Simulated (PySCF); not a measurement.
# H4SSe with other numerical set-ups

The method stays; parts of the set-up, such as the basis or the Hamiltonian, are changed.

Program: PySCF 2.14.0. Level of theory: each script names its method and basis. These are calculated values, not measurements.

1 further run of the same task is left out (it didn't finish).

**1. The starting structure**

H4SSe: 6 atoms, charge 0, spin multiplicity 1.

Bond lengths: Se1–S2 2.093 Å, Se1–H3 1.513 Å, Se1–H4 1.564 Å, Se1–H5 1.513 Å, Se1–H6 1.564 Å. Angles: S2–Se1–H3 130.3°, S2–Se1–H4 93.1°, S2–Se1–H5 130.3°, S2–Se1–H6 93.1°, H3–Se1–H4 88.0°, H3–Se1–H5 99.3°, H3–Se1–H6 88.0°, H4–Se1–H5 88.0°, H4–Se1–H6 173.8°, H5–Se1–H6 88.0°.

Geometry (Å):

```xyz
6
charge 0, multiplicity 1
Se    0.00000    0.50650    0.23640
S     0.00000   -1.39050   -0.64910
H     0.00000    0.90600    1.69610
H     1.56140    0.58370    0.27250
H     0.00000    1.88200   -0.39470
H    -1.56140    0.58370    0.27250
```

**2. Base script**

input.py reads:

```python
from pyscf import gto, scf, mp

mol = gto.M(
    atom='Se 0 0.5065 0.2364; S 0 -1.3905 -0.6491; H 0 0.906 1.6961; H 1.5614 0.5837 0.2725; H 0 1.882 -0.3947; H -1.5614 0.5837 0.2725',
    basis='crenbl',
    ecp={'Se': 'crenbl', 'S': 'crenbl'},
    charge=0,
    spin=0,
    symmetry=True,
    verbose=3,
)
mf = scf.RHF(mol)
mf.kernel()
mp.MP2(mf).kernel()
mf.dip_moment()
print('orbital energies (hartree):', mf.mo_energy[..., max(0, mol.nelec[1]-3):mol.nelec[0]+3].round(4))
```

Started as:

```console
$ OMP_NUM_THREADS=1 python input.py
```

**3. Cartesian functions on**

Edit 1 changes Cartesian functions: off → on.

Edit input.py of step 2 so:

```diff
@@ -9,2 +9,3 @@
     symmetry=True,
+    cart=True,
     verbose=3,
```

**4. Pcseg-1 (core potential off)**

Edit 2 changes basis set: crenbl → pcseg-1; core potential: on → off. The core potential changes with it: totals don't compare.

Edit input.py of step 2 so:

```diff
@@ -4,4 +4,3 @@
     atom='Se 0 0.5065 0.2364; S 0 -1.3905 -0.6491; H 0 0.906 1.6961; H 1.5614 0.5837 0.2725; H 0 1.882 -0.3947; H -1.5614 0.5837 0.2725',
-    basis='crenbl',
-    ecp={'Se': 'crenbl', 'S': 'crenbl'},
+    basis='pcseg-1',
     charge=0,
```

**Question.** What will these runs give? Wanted: for each run, E(SCF); from base; gap; SCF dipole; after the SCF.

As calculated:

| run | E(SCF) (hartree) | from base (eV) | gap (eV) | SCF dipole (D) | functions | after the SCF |
| --- | --- | --- | --- | --- | --- | --- |
| base | -143.345609 | 0 | n/a | 5.18 | 64 | MP2 correlation -11.144 eV |
| Cartesian functions on | -143.347413 | -0.0491 | n/a | 5.18 | n/a | MP2 correlation -11.297 eV |
| pcseg-1 (core potential off) | -2799.129454 | not comparable | 10.45 | 4.97 | 65 | MP2 correlation -8.472 eV |

**Reading.** Total energies from different bases, Hamiltonians or methods carry different errors, so properties are taken as differences within one set-up.
